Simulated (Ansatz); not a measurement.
# C₂H₈InN: up Jacob's ladder to CCSD(T)

One table from this session's results is given with a row withheld; the runs are named, their logs left out.

Method: functionals in def2-TZVPP, the program's frozen cores in correlated methods; program: Ansatz 0.2.0, Gaussian basis.

Levels to be run: LDA (SPW92), PBE-D4, revPBE-D4, BLYP-D4, r2SCAN-D4, B97M-V, PBE0-D4, B3LYP-D4, r2SCANh-D4, r2SCAN0-D4, HSE06-D4, BHLYP-D4, CAM-B3LYP-D4, LC-ωPBE, ωB97X-V, ωB97M-V, B2PLYP, PBE-QIDH; CCSD(T)/def2-SVP; CCSD(T)/def2-TZVPP; MP2/def2-QZVPP; extrapolation to the limit; RPA on PBE.

## The relaxed structure

The geometry comes from an earlier relaxation with PBE0-D4 in a triple-zeta def2 set; it is a stationary point, not always the lowest conformer. In takes the def2 core potential; no spin-orbit term is included.

SMILES `C[NH][InH][CH3]`, 12 atoms, charge 0, spin multiplicity 1.

Atoms are counted from 1 here; the program's logs count them from 0.

Bond lengths: C1–N2 1.442 Å, C1–H5 1.099 Å, C1–H6 1.099 Å, C1–H7 1.093 Å, N2–In3 2.018 Å, N2–H8 1.008 Å, In3–C4 2.144 Å, In3–H9 1.718 Å, C4–H10 1.090 Å, C4–H11 1.091 Å, C4–H12 1.091 Å. Angles: N2–C1–H5 112.8°, N2–C1–H6 112.8°, N2–C1–H7 110.0°, H5–C1–H6 107.2°, H5–C1–H7 106.8°, H6–C1–H7 106.8°, C1–N2–In3 128.2°, C1–N2–H8 112.5°, In3–N2–H8 119.4°, N2–In3–C4 115.2°, N2–In3–H9 113.0°, C4–In3–H9 131.8°, In3–C4–H10 110.4°, In3–C4–H11 110.1°, In3–C4–H12 110.5°, H10–C4–H11 108.8°, H10–C4–H12 109.0°, H11–C4–H12 108.0°.

Set-up of the first run:

Input file in.yaml:

```yaml
crystal:
  periodic: [false, false, false]
  atoms:
    - {symbol: C, position_ang: [-0.665694, 2.217919, 0.207964]}
    - {symbol: N, position_ang: [-0.652786, 0.791358, -0.002931]}
    - {symbol: In, position_ang: [0.919637, -0.469397, 0.096875]}
    - {symbol: C, position_ang: [0.462391, -2.528715, -0.285483]}
    - {symbol: H, position_ang: [-1.308583, 2.518555, 1.046977]}
    - {symbol: H, position_ang: [-1.002917, 2.775623, -0.676791]}
    - {symbol: H, position_ang: [0.342889, 2.571111, 0.439470]}
    - {symbol: H, position_ang: [-1.566561, 0.425452, -0.221607]}
    - {symbol: H, position_ang: [2.393745, 0.324896, 0.480284]}
    - {symbol: H, position_ang: [-0.579103, -2.635993, -0.589349]}
    - {symbol: H, position_ang: [0.629635, -3.124068, 0.613654]}
    - {symbol: H, position_ang: [1.104249, -2.921944, -1.075064]}
basis:
  gaussian: {orbitals: def2-TZVPP}
hamiltonian: {xc: lda}
output: {orbitals: {seedname: orbitals}}
```

Steps of the session up to this table: LDA; PBE-D4 (GGA); revPBE-D4 (GGA); BLYP-D4 (GGA); r2SCAN-D4 (meta-GGA); B97M-V (meta-GGA); PBE0-D4 (hybrid); B3LYP-D4 (hybrid); r2SCANh-D4 (hybrid); r2SCAN0-D4 (hybrid); HSE06-D4 (hybrid); BHLYP-D4 (hybrid); CAM-B3LYP-D4 (range-separated); LC-ωPBE-D4 (range-separated; the results give it without D4); ωB97X-V (range-separated); ωB97M-V (range-separated); B2PLYP (double hybrid); PBE-QIDH (double hybrid).

One of the session's tables, all rows but one given; the rest of the session is left out.

It belongs to the step «Frontier levels by functional». 

| functional | HOMO (eV) | gap (eV) |
| --- | --- | --- |
| LDA (SPW92) | ? | ? |
| PBE-D4 | -4.92 | 3.48 |
| revPBE-D4 | -4.85 | 3.51 |
| BLYP-D4 | -4.82 | 3.42 |
| r2SCAN-D4 | -5.11 | 3.94 |
| B97M-V | -5.21 | 3.75 |
| PBE0-D4 | -6.12 | 5.36 |
| B3LYP-D4 | -5.93 | 4.91 |
| r2SCANh-D4 | -5.57 | 4.64 |
| r2SCAN0-D4 | -6.27 | 5.68 |
| HSE06-D4 | -5.72 | 4.60 |
| BHLYP-D4 | -7.30 | 7.12 |
| CAM-B3LYP-D4 | -7.51 | 7.50 |
| LC-ωPBE | -8.84 | 9.86 |
| ωB97X-V | -8.50 | 9.40 |
| ωB97M-V | -8.43 | 8.99 |

**Question.** Estimate the row for LDA (SPW92).

As computed: HOMO (eV): -5.09; gap (eV): 3.43. In the column «HOMO (eV)» it lies between r2SCAN-D4 (-5.11) and PBE-D4 (-4.92).
